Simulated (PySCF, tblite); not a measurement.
# C5H8P2Si: geometry, infrared bands and NMR shifts

What infrared bands and NMR shifts should C5H8P2Si (`Cc1ccpc([SiH3])p1`) show?

Computed with tblite 0.8.0 and PySCF 2.14.0, with density-fitted response routines of our own, on a single molecule in the gas phase. Atoms are numbered from 0 throughout.

### 1 The molecule as given

16 atoms, charge 0, multiplicity 1; geometry from: force field or distance geometry start.

Bonds of the start (Å): C0–C1 1.50, C1–C2 1.41, C2–C3 1.41, C3–P4 1.84, P4–C5 1.84, C5–Si6 1.82, C5–P7 1.83, P7–C1 1.87, C0–H8 1.09, C0–H9 1.11, C0–H10 1.09, C2–H11 1.11, C3–H12 1.08, Si6–H13 1.49, Si6–H14 1.49, Si6–H15 1.48.

### 2 Optimising the geometry with GFN2-xTB

The job: settings as JSON, then the geometry in Å.

```
{"job": {"kind": "relax", "xc": "GFN2-xTB", "basis": "xTB"}, "charge": 0, "multiplicity": 1}
C     -2.243500    -1.505600    -0.275700
C     -1.209100    -0.490500     0.098100
C     -1.441100     0.878500    -0.122000
C     -0.658200     2.016800     0.153900
P      0.961600     1.964800     1.023700
C      1.420800     0.251300     0.553800
Si     3.097800    -0.124200    -0.034300
P      0.284900    -1.090900     1.044300
H     -2.590900    -1.323500    -1.297500
H     -3.112000    -1.428900     0.408500
H     -1.872700    -2.529600    -0.238300
H     -2.405200     1.110300    -0.618600
H     -1.049100     2.997800    -0.070500
H      4.046200    -0.336000     1.097200
H      3.642900     0.974300    -0.877100
H      3.119900    -1.355800    -0.857000
```

Command:

```bash
$ OMP_NUM_THREADS=1 python probes_run.py task.json out
```

One launch serves the whole session: the jobs run in the order shown.

Log:

```text
step      E/eV     max force
  0    -582.98124    3.511
  1    -583.52202    2.263
  2    -583.83889    1.253
  3    -583.97333    1.154
  4    -584.13856    0.794
  5    -584.19648    0.603
  6    -584.25738    0.539
  7    -584.28533    0.489
  8    -584.30800    0.411
  9    -584.32310    0.401
 10    -584.34258    0.383
 11    -584.35955    0.382
 12    -584.37606    0.442
 13    -584.39083    0.383
 14    -584.40415    0.245
 15    -584.41662    0.301
 16    -584.43092    0.422
 17    -584.44957    0.501
 18    -584.47311    0.491
 19    -584.49908    0.388
 20    -584.52285    0.340
 21    -584.53844    0.312
 22    -584.54746    0.271
 23    -584.55676    0.245
 24    -584.56966    0.319
 25    -584.58447    0.320
 26    -584.59952    0.277
 27    -584.61116    0.386
 28    -584.62003    0.319
 29    -584.62784    0.210
 30    -584.63596    0.157
 31    -584.63877    0.139
 32    -584.64273    0.133
 33    -584.64559    0.155
 34    -584.64899    0.163
 35    -584.65198    0.136
 36    -584.65402    0.114
 37    -584.65522    0.092
 38    -584.65631    0.103
 39    -584.65763    0.095
 40    -584.65893    0.081
 41    -584.65977    0.057
 42    -584.66016    0.053
 43    -584.66041    0.048
 44    -584.66061    0.030
 45    -584.66075    0.025
 46    -584.66084    0.017
 47    -584.66091    0.018
 48    -584.66098    0.021
 49    -584.66105    0.024
 50    -584.66110    0.020
 51    -584.66113    0.016
 52    -584.66116    0.015
 53    -584.66119    0.014
 54    -584.66122    0.013
 55    -584.66124    0.014
 56    -584.66126    0.014
 57    -584.66129    0.013
 58    -584.66132    0.016
 59    -584.66137    0.017
 60    -584.66141    0.019
 61    -584.66145    0.020
 62    -584.66150    0.019
 63    -584.66156    0.022
 64    -584.66163    0.019
 65    -584.66169    0.018
 66    -584.66174    0.018
 67    -584.66178    0.018
 68    -584.66183    0.026
 69    -584.66191    0.028
 70    -584.66201    0.022
 71    -584.66212    0.030
 72    -584.66224    0.031
 73    -584.66236    0.027
 74    -584.66249    0.025
 75    -584.66262    0.023
 76    -584.66272    0.022
 77    -584.66279    0.018
 78    -584.66285    0.020
 79    -584.66290    0.020
 80    -584.66294    0.024
 81    -584.66298    0.019
 82    -584.66301    0.016
 83    -584.66307    0.017
 84    -584.66312    0.025
 85    -584.66321    0.027
 86    -584.66327    0.020
 87    -584.66332    0.018
 88    -584.66337    0.019
 89    -584.66345    0.032
 90    -584.66354    0.031
 91    -584.66362    0.021
 92    -584.66366    0.029
 93    -584.66371    0.016
 94    -584.66375    0.019
 95    -584.66379    0.012
 96    -584.66380    0.005
```

Run time: 0.83 s. Hardware: 1 thread of Arm Neoverse V1, shared host; peak memory 0.18 GiB.

The steps of the relaxation: (not every step is listed)

```tsv
step	energy from step 0 (eV)	largest force (eV/Å)
0	0.0000	3.5113
1	-0.5408	2.2629
2	-0.8577	1.2528
3	-0.9921	1.1543
4	-1.1573	0.7942
5	-1.2152	0.6026
6	-1.2761	0.5391
7	-1.3041	0.4894
8	-1.3268	0.4111
16	-1.4497	0.4225
24	-1.5884	0.3193
32	-1.6615	0.1334
40	-1.6777	0.0808
48	-1.6797	0.0210
56	-1.6800	0.0140
64	-1.6804	0.0188
72	-1.6810	0.0313
80	-1.6817	0.0241
88	-1.6821	0.0187
91	-1.6824	0.0207
92	-1.6824	0.0293
93	-1.6825	0.0164
94	-1.6825	0.0193
95	-1.6825	0.0121
96	-1.6826	0.0049
```

Distances of close pairs at the start and the end, largest changes first:

```tsv
bond	before (Å)	after (Å)	change (Å)
C1–P7	1.868	1.749	-0.119
C3–P4	1.839	1.734	-0.105
P4–C5	1.835	1.739	-0.096
C5–P7	1.825	1.737	-0.088
C5–Si6	1.816	1.903	+0.087
C2–C3	1.409	1.380	-0.029
Si6–H13	1.492	1.466	-0.025
Si6–H14	1.488	1.464	-0.024
```

The final coordinates are the input of the step that follows.

### 3 Infrared spectrum with GFN2-xTB

The job: settings as JSON, then the geometry in Å.

```
{"job": {"kind": "ir", "xc": "GFN2-xTB", "basis": "xTB"}, "charge": 0, "multiplicity": 1}
C     -2.337869    -1.467613    -0.219193
C     -1.224578    -0.462846    -0.095663
C     -1.564556     0.876178     0.001944
C     -0.704457     1.948061     0.122421
P      1.028804     1.938165     0.185619
C      1.446325     0.255022     0.059300
Si     3.306873    -0.136946     0.134676
P      0.395813    -1.120211    -0.094191
H     -2.930223    -1.273310    -1.113766
H     -3.003953    -1.407356     0.641951
H     -1.939361    -2.479070    -0.280326
H     -2.627184     1.102507    -0.019843
H     -1.148536     2.936041     0.185868
H      3.723669    -0.196853     1.539386
H      4.037477     0.929705    -0.551805
H      3.534156    -1.432531    -0.507789
```

Log:

```text
mode    cm-1     km/mol
  1      12.2      0.02
  2      79.3      1.41
  3     101.1      0.06
  4     113.5      0.13
  5     144.5      0.72
  6     262.1      0.11
  7     281.7      5.31
  8     304.7      1.30
  9     341.0      1.87
 10     347.8      0.07
 11     478.7      0.54
 12     514.3      0.09
 13     532.1     34.38
 14     552.5     77.40
 15     662.2      2.48
 16     699.7      0.31
 17     760.5    140.47
 18     763.3     20.88
 19     774.1    145.31
 20     785.8    508.90
 21     806.9      0.58
 22     903.2      0.06
 23     929.0     91.66
 24     994.7      8.50
 25    1013.6     23.22
 26    1017.2      5.95
 27    1151.2     28.03
 28    1201.3     10.37
 29    1306.6      3.89
 30    1399.9      5.16
 31    1405.9      0.40
 32    1476.0      4.74
 33    1481.6      7.60
 34    1483.0      4.55
 35    2231.1    308.31
 36    2253.9    177.95
 37    2257.1    331.79
 38    2988.9     22.24
 39    2995.4     17.05
 40    3003.1     51.71
 41    3019.5     14.77
 42    3020.6     26.43
```

Run time: 0.72 s. Hardware: 1 thread of Arm Neoverse V1, shared host; peak memory 0.18 GiB.

Which atoms move in the most intense modes:

```tsv
cm⁻¹	km/mol	atoms
552	77.4	H13 48 %, H14 18 %, C5 15 %
760	140.5	H15 37 %, H14 34 %, H12 14 %
774	145.3	H13 55 %, H14 22 %, H15 19 %
786	508.9	H13 33 %, H14 30 %, H15 28 %
929	91.7	C5 81 %
2231	308.3	H13 97 %
2254	177.9	H15 51 %, H14 47 %
2257	331.8	H14 50 %, H15 45 %
```

### 4 Shielding tensors: PBE0/pcSseg-1

Settings changed since step 3:

```diff
@@ -1,2 +1,2 @@
-{"job": {"kind": "ir", "xc": "GFN2-xTB", "basis": "xTB"}, "charge": 0, "multiplicity": 1}
+{"job": {"kind": "nmr", "xc": "PBE0", "basis": "pcSseg-1"}, "charge": 0, "multiplicity": 1}
 C     -2.337869    -1.467613    -0.219193
```

With the program's defaults for keys left out, this is: GIAO PBE0/pcSseg-1 NMR shielding, non-relativistic, gas phase.

Log:

```text
coarse grid: 15264 points
cycle   1  E = -1166.7520814747  dE =  9.860e-01  |g| = 3.703e-01  |ddm| = 4.141e+00
cycle   2  E = -1166.7241724206  dE =  2.791e-02  |g| = 4.790e-01  |ddm| = 8.095e-01
cycle   3  E = -1166.7855096877  dE = -6.134e-02  |g| = 8.453e-02  |ddm| = 6.020e-01
cycle   4  E = -1166.7873584860  dE = -1.849e-03  |g| = 2.650e-02  |ddm| = 1.275e-01
cycle   5  E = -1166.7874951299  dE = -1.366e-04  |g| = 1.127e-02  |ddm| = 3.503e-02
cycle   6  E = -1166.7875298799  dE = -3.475e-05  |g| = 5.276e-03  |ddm| = 1.935e-02
cycle   7  E = -1166.7875377416  dE = -7.862e-06  |g| = 8.771e-04  |ddm| = 5.402e-03
final grid: 134800 points
cycle   8  E = -1166.8365576925  dE = -2.445e-05  |g| = 8.941e-03  |ddm| = 3.861e-02
cycle   9  E = -1166.8365241560  dE =  3.354e-05  |g| = 1.410e-02  |ddm| = 2.293e-02
cycle  10  E = -1166.8365792438  dE = -5.509e-05  |g| = 1.230e-03  |ddm| = 1.633e-02
cycle  11  E = -1166.8365796257  dE = -3.818e-07  |g| = 3.524e-04  |ddm| = 1.865e-03
cycle  12  E = -1166.8365796474  dE = -2.173e-08  |g| = 2.135e-04  |ddm| = 4.947e-04
cycle  13  E = -1166.8365796602  dE = -1.283e-08  |g| = 4.463e-05  |ddm| = 2.592e-04
cycle  14  E = -1166.8365796608  dE = -6.016e-10  |g| = 1.284e-05  |ddm| = 7.273e-05
converged SCF energy = -1166.8365796608

GIAO shielding tensors (ppm)
atom      isotropic    diamagn.    paramagn.     s11        s22        s33       span
  0 C      157.650     245.273     -87.623    139.983    149.006    183.960     43.977
  1 C        9.368     266.302    -256.934   -152.215     -5.157    185.475    337.690
  2 C       49.228     252.809    -203.581    -59.704     34.840    172.546    232.250
  3 C       24.647     263.336    -238.689   -136.455     33.391    177.005    313.460
  4 P       35.101     968.848    -933.746   -320.195   -103.071    528.570    848.765
  5 C      -19.130     272.760    -291.890   -229.434    -35.974    208.017    437.451
  6 Si     413.177     879.636    -466.459    374.120    406.748    458.663     84.543
  7 P       23.253     970.733    -947.480   -282.638   -110.528    462.925    745.563
  8 H       28.660      28.404       0.255     24.217     27.244     34.518     10.301
  9 H       28.668      28.439       0.228     24.170     27.292     34.541     10.372
 10 H       28.679      29.756      -1.077     23.899     28.820     33.317      9.418
 11 H       23.393      31.987      -8.594     18.034     23.355     28.789     10.755
 12 H       22.252      30.554      -8.302     19.893     19.942     26.921      7.027
 13 H       26.739      28.021      -1.282     23.906     24.423     31.889      7.983
 14 H       26.689      28.209      -1.520     22.796     25.970     31.300      8.504
 15 H       26.766      28.311      -1.545     22.856     26.361     31.080      8.224
```

Run time: 31 s. Hardware: 1 thread of Arm Neoverse V1, shared host; peak memory 0.88 GiB.

Shifts follow as δ = σ(reference) − σ, with reference shieldings (ppm) from runs at the same level and on the same kind of geometry: ¹H TMS 31.72, ¹³C TMS 186.9, ²⁹Si TMS 349.2, ³¹P H3PO4 318.4. The references are single molecules in the gas phase, so shifts against H2O, NH3, PH3, H3PO4 or CFCl3 are not on the usual liquid scales and can be off by tens of ppm. Atoms listed in one row are averaged.

```tsv
atoms	environment	σ (ppm)	δ (ppm)	δ scaled to CDCl3
C5	substituted aromatic carbon	-19.1	206.1	199.2
C1	substituted aromatic carbon	9.4	177.6	171.4
C3	aromatic CH	24.6	162.3	156.5
C2	aromatic CH	49.2	137.7	132.5
C0	methyl carbon on an aromatic ring	157.6	29.3	26.7
H12	hydrogen on an aromatic CH	22.25	9.47	9.03
H11	hydrogen on an aromatic CH	23.39	8.32	7.95
H13, H14, H15	hydrogen on a silicon bonded to C	26.73	4.99	–
H8, H9, H10	hydrogen on a methyl carbon on an aromatic ring	28.67	3.05	2.98
P7	phosphorus bonded to 2 C, in a 6-membered ring	23.3	295.1	–
P4	phosphorus bonded to 2 C, in a 6-membered ring	35.1	283.3	–
Si6	silicon bonded to C, 3 H	413.2	-64.0	–
```

The scaled column applies a straight-line fit of computed shieldings to shifts measured in CDCl3 (root-mean-square error 0.16 ppm for H, 1.9 ppm for C).

Charges from the same density, by scheme (e):

```tsv
atoms	Mulliken	IAO	Hirshfeld	ESP fit
C0	-0.17	-0.42	-0.12	-0.56
C1	-0.56	-0.19	-0.04	0.61
C2	0.01	-0.12	-0.04	-0.68
C3	-0.38	-0.37	-0.10	0.18
P4	0.51	0.40	0.10	-0.26
C5	-0.98	-0.73	-0.21	0.14
Si6	0.61	0.61	0.28	0.35
P7	0.55	0.39	0.10	-0.34
```

Mayer bond orders: C0–C1 1.06, C1–C2 1.38, C2–C3 1.48, C3–P4 1.31, P4–C5 1.29, C5–Si6 0.83, C5–P7 1.29, P7–C1 1.29.

Ring of atoms C1, C2, C3, P4, C5, P7: NICS(0) -6.0, NICS(1) -9.7, NICS(1)zz -23.8 ppm (means of both faces).

### 5 What came out

| quantity | value |
| --- | --- |
| strongest single infrared mode (GFN2-xTB) | 786 cm⁻¹, 509 km/mol |
| zero-point energy (GFN2-xTB) | 67.0 kcal/mol |
| ¹³C shifts against TMS (PBE0/pcSseg-1) | 206.1, 177.6, 162.3, 137.7, 29.3 ppm |
| ¹H shifts against TMS (PBE0/pcSseg-1, means over atoms taken as alike) | 9.47, 8.32, 4.99, 3.05 ppm |
| ³¹P shifts against H3PO4 (PBE0/pcSseg-1) | 295.1, 283.3 ppm |
| ²⁹Si shifts against TMS (PBE0/pcSseg-1) | -64.0 ppm |

What this shows: Over 96 steps the energy fell by 1.683 eV; of the close pairs, C1–P7 changed most, 1.868 to 1.749 Å. No mode is imaginary among the 42: a minimum at this level. The strongest single mode, at 786 cm⁻¹, has its largest shares on H13, H14 and H15 (the list is cut at 3 atoms). Unscaled tight-binding wavenumbers are off by several per cent, some by more. Its intensities can rank the bands wrongly. At PBE0/pcSseg-1: The widest tensor belongs to P4: span 849 ppm, with a paramagnetic part of -934 ppm. NICS(1)zz of -24 ppm above the planar ring from C1 marks a diatropic (aromatic) ring current.
